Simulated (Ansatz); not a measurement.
# C2H7NOSi: basis-set convergence

The task here is to estimate one member of a computed series from the others.

Program: Ansatz 0.2.0, Gaussian basis. Level of theory: one geometry, several basis sets. These are calculated values, not measurements.

Levels to be run: PBE0-D4/def2-SVP; ωB97M-V/def2-SVP; PBE0-D4/def2-QZVPP; ωB97M-V/def2-QZVPP; the functionals' def2-TZVPP values are taken from earlier runs.

## Structure used throughout

An earlier PBE0-D4 in a triple-zeta def2 set relaxation fixed the geometry.

SMILES `C[Si@H]1O[C@@H]1N`, 12 atoms, charge 0, spin multiplicity 1.

Atoms are counted from 1 here; the program's logs count them from 0.

Bond lengths: C1–Si2 1.852 Å, C1–H6 1.093 Å, C1–H7 1.094 Å, C1–H8 1.091 Å, Si2–O3 1.654 Å, Si2–C4 1.812 Å, Si2–H9 1.486 Å, O3–C4 1.522 Å, C4–N5 1.400 Å, C4–H10 1.089 Å, N5–H11 1.013 Å, N5–H12 1.010 Å. Angles: Si2–C1–H6 110.6°, Si2–C1–H7 110.3°, Si2–C1–H8 110.8°, H6–C1–H7 107.7°, H6–C1–H8 108.9°, H7–C1–H8 108.4°, C1–Si2–O3 119.4°, C1–Si2–C4 125.5°, C1–Si2–H9 112.2°, O3–Si2–C4 51.9°, O3–Si2–H9 115.9°, C4–Si2–H9 118.6°, Si2–O3–C4 69.4°, Si2–C4–O3 58.7°, Si2–C4–N5 126.6°, Si2–C4–H10 119.7°, O3–C4–N5 117.4°, O3–C4–H10 108.2° and more.

Set-up of the first run:

in.yaml reads:

```yaml
crystal:
  periodic: [false, false, false]
  atoms:
    - {symbol: C, position_ang: [-1.366843, 0.935584, 1.385507]}
    - {symbol: Si, position_ang: [0.173350, 0.417342, 0.497553]}
    - {symbol: O, position_ang: [0.615391, -1.176171, 0.503767]}
    - {symbol: C, position_ang: [0.245162, -0.729647, -0.903552]}
    - {symbol: N, position_ang: [1.244140, -0.790000, -1.882443]}
    - {symbol: H, position_ang: [-1.675131, 1.935773, 1.069915]}
    - {symbol: H, position_ang: [-1.189994, 0.966121, 2.464318]}
    - {symbol: H, position_ang: [-2.181673, 0.236935, 1.189196]}
    - {symbol: H, position_ang: [1.276944, 1.397490, 0.670538]}
    - {symbol: H, position_ang: [-0.651904, -1.266876, -1.206606]}
    - {symbol: H, position_ang: [1.525091, -1.739602, -2.094669]}
    - {symbol: H, position_ang: [2.062565, -0.242148, -1.659624]}
basis:
  gaussian: {orbitals: def2-SVP}
hamiltonian: {xc: pbe0, dispersion: d4}
output: {orbitals: {seedname: orbitals}}
```

Steps of the session up to this table: PBE0-D4 in def2-SVP; ωB97M-V in def2-SVP; PBE0-D4 in def2-QZVPP; ωB97M-V in def2-QZVPP.

One table of the session follows, with a row left open; its other results are not shown here.

It belongs to the step «Functionals by basis». 

| functional | basis | HOMO (eV) | LUMO (eV) |
| --- | --- | --- | --- |
| PBE0-D4 | def2-SVP | -6.66 | 0.62 |
| PBE0-D4 | def2-TZVPP | -6.82 | 0.19 |
| PBE0-D4 | def2-QZVPP | -6.87 | 0.04 |
| ωB97M-V | def2-SVP | -8.91 | 2.55 |
| ωB97M-V | def2-TZVPP | ? | ? |
| ωB97M-V | def2-QZVPP | -9.14 | 1.54 |

Q: Estimate the row for ωB97M-V, def2-TZVPP from the others.

As computed: HOMO (eV): -9.09; LUMO (eV): 1.90. In the column «HOMO (eV)» it lies between ωB97M-V, def2-QZVPP (-9.14) and ωB97M-V, def2-SVP (-8.91).
